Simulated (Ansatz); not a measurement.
Predict the output of the script below (the Ansatz DFT code, driven from Python).

Script `bde.py`:
```python
"""Cost of removing each kind of hydrogen from C4H5F, fragments frozen."""

import ansatz as az


def total_energy(molecule, charge=0, unpaired=0):
    calc = (
        molecule.calculation()
        .basis(gaussian="def2-SVPD")
        .functional("cam_b3lyp")
    )
    if charge:
        calc = calc.charge(charge)
    if unpaired:
        calc = calc.spin("collinear", total=unpaired)
    return calc.run(threads=1).report["free_energy_ev"]

def without(molecule, index):
    rest = az.Crystal.molecule()
    for i, site in enumerate(molecule.cartesian_sites):
        if i != index:
            rest = rest.atom(site.symbol, site.position_ang)
    return rest


def main() -> None:
    geometry = (
        az.Crystal.molecule()
        .atom("C", (-1.2315, -1.6849, 0.0346))
        .atom("C", (-0.4067, -0.4718, -0.0005))
        .atom("C", (0.2906, 0.4897, -0.0308))
        .atom("C", (1.2817, 1.6634, -0.0416))
        .atom("F", (2.49, 1.2197, 0.1172))
        .atom("H", (-1.9301, -1.6065, 0.9015))
        .atom("H", (-0.6677, -2.5617, 0.0554))
        .atom("H", (-1.8762, -1.6505, -0.8745))
        .atom("H", (0.9767, 2.3684, 0.8114))
        .atom("H", (1.1564, 2.183, -0.9696))
    )

    whole = total_energy(geometry, 0)
    hydrogen = total_energy(az.Crystal.molecule().atom("H", (0, 0, 0)), 0, 1)
    print(f"E(molecule) = {whole:.5f} eV, E(H) = {hydrogen:.5f} eV")
    for index in [7, 9]:
        radical = total_energy(without(geometry, index), 0, 1)
        print(f"H{index}: homolysis {(radical + hydrogen - whole):.3f} eV")
        anion = total_energy(without(geometry, index), -1)
        print(f"H{index}: loss of a proton {(anion - whole):.3f} eV")


if __name__ == "__main__":
    main()
```

Running `python bde.py` prints:
```text
E(molecule) = -6936.14018 eV, E(H) = -13.54842 eV
H7: homolysis 4.629 eV
H7: loss of a proton 17.290 eV
H9: homolysis 4.549 eV
H9: loss of a proton 17.640 eV
```

Notes:
- The settings weren't tested for convergence.
- The geometry is a force-field or estimated start, not a minimum of this method, and the basis set is short of its limit. All parts are taken at fixed geometry, without zero-point energy.
- Finished in 17 s on 1 thread of Intel(R) Xeon(R) 6975P-C (Granite Rapids) (shared host), peak memory 0.44 GiB.

(Lines on the test bed's own set-up are left out of the output.)
